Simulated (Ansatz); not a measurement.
Ta3AsAu2O13:

```
Ta As Au O
1.0
     5.45204    0.00000    0.00000
    -2.72602    4.72161    0.00000
     0.00000    0.00000    9.57902
Ta As Au O
3 1 2 13
Direct
  0.00000 0.00000 0.19408
  0.00000 0.00000 0.80592
  0.66667 0.33333 0.00000
  0.00000 0.00000 0.50000
  0.33333 0.66667 0.27428
  0.33333 0.66667 0.72572
  0.00000 0.00000 0.00000
  0.23947 0.97129 0.36402
  0.02871 0.26818 0.36402
  0.73182 0.76053 0.36402
  0.23947 0.97129 0.63598
  0.02871 0.26818 0.63598
  0.73182 0.76053 0.63598
  0.38452 0.33425 0.85844
  0.66575 0.05026 0.85844
  0.94974 0.61548 0.85844
  0.38452 0.33425 0.14156
  0.66575 0.05026 0.14156
  0.94974 0.61548 0.14156
```

The cell was built by a generator and needn't be a form met in nature.

* Program: Ansatz 0.2.0
* Task: relaxation of cell and atoms
* Functional: revPBE
* Potentials or basis: Ansatz PAW
* Cutoff: 420 eV (not typed: the program's choice for these potentials)
* k mesh: 4 × 4 × 2
* Occupations: fermi-dirac, width 0.05 eV
* Spin: no spin polarisation

At the start: volume 12.98 Å³/atom.

Q: Where does the relaxation end?

A: It ends after 9 steps and the volume is 13.32 Å³/atom (+2.6 %); space group P-6 (No. 174, to 0.05 Å).

Step by step:
```
step  energy change (eV)  largest force (eV/Å)  volume (Å³)
   1              0.0000                0.2507       246.59
   2             -0.0276                0.1191       251.57
   3             -0.0333                0.0857       252.09
   4             -0.0358                0.0441       252.35
   5             -0.0365                0.0066       252.52
   6             -0.0605                0.0067       252.52
   7             -0.0589                0.0211       253.06
   8             -0.0589                0.0063       253.04
   9             -0.0609                0.0064       253.04
```

Final structure:
```cif
data_structure
_symmetry_space_group_name_H-M 'P 1'
_symmetry_Int_Tables_number 1
_cell_length_a 5.5119
_cell_length_b 5.5119
_cell_length_c 9.6171
_cell_angle_alpha 90.000
_cell_angle_beta 90.000
_cell_angle_gamma 120.000
_cell_volume 253.04
loop_
_atom_site_label
_atom_site_type_symbol
_atom_site_fract_x
_atom_site_fract_y
_atom_site_fract_z
_atom_site_occupancy
Ta1 Ta 0.00000 0.00000 0.19410 1
Ta2 Ta 0.00000 0.00000 0.80590 1
Ta3 Ta 0.66667 0.33333 0.00000 1
As1 As 0.00000 0.00000 0.50000 1
Au1 Au 0.33333 0.66667 0.27192 1
Au2 Au 0.33333 0.66667 0.72808 1
O1 O 0.00000 0.00000 0.00000 1
O2 O 0.22994 0.95692 0.36379 1
O3 O 0.04308 0.27303 0.36379 1
O4 O 0.72697 0.77006 0.36379 1
O5 O 0.22994 0.95692 0.63621 1
O6 O 0.04308 0.27303 0.63621 1
O7 O 0.72697 0.77006 0.63621 1
O8 O 0.38335 0.32934 0.85891 1
O9 O 0.67066 0.05401 0.85891 1
O10 O 0.94599 0.61665 0.85891 1
O11 O 0.38335 0.32934 0.14109 1
O12 O 0.67066 0.05401 0.14109 1
O13 O 0.94599 0.61665 0.14109 1
```

Caveat: the plane-wave basis is chosen anew once the cell has moved, so the energies of steps on either side of that aren't comparable; the pressure holds a Pulay correction of +0.6 GPa for the finite cutoff; the PAW data sets come from PBE, with cores solved anew for the run's functional, which leaves a small shift of forces and pressure.
